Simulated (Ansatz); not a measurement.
**GaAsH (doublet): wave-function methods side by side, cc-pVDZ**

The task here is to estimate one member of a computed series from the others.

The runs use Ansatz 0.2.0, Gaussian basis; cc-pVDZ, core rule «outside noble gas», up to 28 orbitals frozen.

The runs, in order: UHF; CCSD(T) on ROHF; CCSD(T) on UHF; BCCD(T) on ROHF; CISD as a restricted active space (open shells left free, so some higher excitations enter); CCSDT(Q) on ROHF; CCSDT(Q) on UHF; CCSDTQ on ROHF; CCSDTQ on UHF.

14 further runs of the same task are left out: 11 for a known fault of the program, 3 set aside as unsound or not needed. Runs told in other sessions of the task aren't counted.

### The system

The geometry is a PBE0/def2-TZVP stationary point (not a proven minimum) of the parent state, kept for this charge and spin. No spin-orbit coupling is included. The filled d shell of Ga, As may be among the frozen orbitals whatever the setting's name suggests.

3 atoms, charge 0, spin multiplicity 2.

Atoms are counted from 1 here; the program's logs count them from 0.

Bond lengths: Ga1–As2 2.510 Å, Ga1–H3 1.618 Å. Angles: As2–Ga1–H3 115.1°.

The first run:

Input file in.yaml:

```yaml
crystal:
  periodic: [false, false, false]
  atoms:
    - {symbol: Ga, position_ang: [0.000000, -0.505457, 0.594301]}
    - {symbol: As, position_ang: [0.000000, -0.435519, -1.914688]}
    - {symbol: H, position_ang: [0.000000, 0.940976, 1.320387]}
basis:
  gaussian: {orbitals: cc-pVDZ}
magnetization: {spin_polarized: true, initial_magnetization: 1}
hamiltonian: {xc: hf}
output: {orbitals: {seedname: orbitals}}
```

Command:

```
$ ansatz run in.yaml --threads 1 --pin off --events-out ev --progress --plain --max-ram 4096MiB --backend cpu
```

Steps of the session up to this table: UHF; CCSD(T) on ROHF; CCSD(T) on UHF; BCCD(T) on ROHF; CISD as a restricted active space (open shells left free, so some higher excitations enter); CCSDT(Q) on ROHF; CCSDT(Q) on UHF; CCSDTQ on ROHF; CCSDTQ on UHF.

One table of the session follows, with a row left open; its other results are not shown here.

| method | from UCCSDTQ (kcal/mol) |
| --- | --- |
| ROHF | +121.64 |
| UHF | +94.36 |
| RMP2 | +31.08 |
| UMP2 | +24.86 |
| CISD | +19.38 |
| RCCSD | +7.32 |
| UCCSD | +4.96 |
| RCCSD(T) | +1.69 |
| UCCSD(T) | +2.03 |
| BCCD(T) | ? |
| RCCSDT | +0.67 |
| UCCSDT | +0.48 |
| RCCSDT(Q) | -0.02 |
| UCCSDT(Q) | +0.08 |
| RCCSDTQ | -0.02 |
| UCCSDTQ | 0 |

**Question.** Estimate the row for BCCD(T).

**Answer.** from UCCSDTQ (kcal/mol): +2.08. In the column «from UCCSDTQ (kcal/mol)» it lies between UCCSD(T) (+2.03) and UCCSD (+4.96).

To keep in mind: The determinant of HF (⟨S²⟩ 1.68) is far from a pure spin state, so its energy mixes those of several spin states; that is harmless only where they are near-degenerate. The determinant of CCSD(T) (⟨S²⟩ 1.68) is far from a pure spin state, so its energy mixes those of several spin states; high orders of coupled cluster remove much of that, low ones don't. The determinant of CCSDT(Q) (⟨S²⟩ 1.68) is far from a pure spin state, so its energy mixes those of several spin states; high orders of coupled cluster remove much of that, low ones don't. The determinant of CCSDTQ (⟨S²⟩ 1.68) is far from a pure spin state, so its energy mixes those of several spin states; high orders of coupled cluster remove much of that, low ones don't. Restricted and unrestricted rows rest on different reference determinants; a gap between their highest levels can come from leftover correlation error, from unlike frozen cores or from another state.
